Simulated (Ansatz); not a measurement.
**CH₃BFNS: how energies converge with the basis set**

An exercise on one series of results from a longer session: the logs are not shown, and one member is left open.

The runs use Ansatz 0.2.0, Gaussian basis; one geometry, several basis sets.

The runs, in order: PBE0-D4/def2-SVP; ωB97M-V/def2-SVP; PBE0-D4/def2-QZVPP; ωB97M-V/def2-QZVPP; the functionals' def2-TZVPP values are taken from earlier runs.

## Structure used throughout

All runs share one geometry, relaxed beforehand with PBE0-D4 in a triple-zeta def2 set.

SMILES `N=C(F)BS`, 8 atoms, charge 0, spin multiplicity 1.

Atoms are counted from 1 here; the program's logs count them from 0.

Bond lengths: N1–C2 1.252 Å, N1–H6 1.020 Å, C2–F3 1.354 Å, C2–B4 1.579 Å, B4–S5 1.756 Å, B4–H7 1.189 Å, S5–H8 1.350 Å. Angles: C2–N1–H6 112.6°, N1–C2–F3 121.1°, N1–C2–B4 124.6°, F3–C2–B4 114.2°, C2–B4–S5 119.6°, C2–B4–H7 121.4°, S5–B4–H7 119.1°, B4–S5–H8 95.5°.

The first run:

Input file in.yaml:

```yaml
crystal:
  periodic: [false, false, false]
  atoms:
    - {symbol: N, position_ang: [-0.609487, 1.141188, 0.549291]}
    - {symbol: C, position_ang: [0.366225, 0.358126, 0.495796]}
    - {symbol: F, position_ang: [1.453314, 0.539888, 1.282819]}
    - {symbol: B, position_ang: [0.458435, -0.897494, -0.457478]}
    - {symbol: S, position_ang: [-0.874339, -1.263504, -1.539863]}
    - {symbol: H, position_ang: [-0.474790, 1.889450, 1.229447]}
    - {symbol: H, position_ang: [1.414390, -1.604022, -0.459198]}
    - {symbol: H, position_ang: [-1.641649, -0.220733, -1.156715]}
basis:
  gaussian: {orbitals: def2-SVP}
hamiltonian: {xc: pbe0, dispersion: d4}
output: {orbitals: {seedname: orbitals}}
```

Launch:

```
$ ansatz run in.yaml --threads 2 --pin off --events-out ev --progress --plain --max-ram 4352MiB
```

Steps of the session up to this table: PBE0-D4 in def2-SVP; ωB97M-V in def2-SVP; PBE0-D4 in def2-QZVPP; ωB97M-V in def2-QZVPP.

One of the session's tables, all rows but one given; the rest of the session is left out.

It belongs to the step «Functionals by basis». 

| functional | basis | HOMO (eV) | LUMO (eV) |
| --- | --- | --- | --- |
| PBE0-D4 | def2-SVP | -8.38 | -2.23 |
| PBE0-D4 | def2-TZVPP | -8.48 | -2.42 |
| PBE0-D4 | def2-QZVPP | ? | ? |
| ωB97M-V | def2-SVP | -10.52 | -0.06 |
| ωB97M-V | def2-TZVPP | -10.64 | -0.31 |
| ωB97M-V | def2-QZVPP | -10.66 | -0.38 |

**Question.** Estimate the row for PBE0-D4, def2-QZVPP.

The run gave: HOMO (eV): -8.50; LUMO (eV): -2.47. In the column «HOMO (eV)» it lies between ωB97M-V, def2-SVP (-10.52) and PBE0-D4, def2-TZVPP (-8.48).
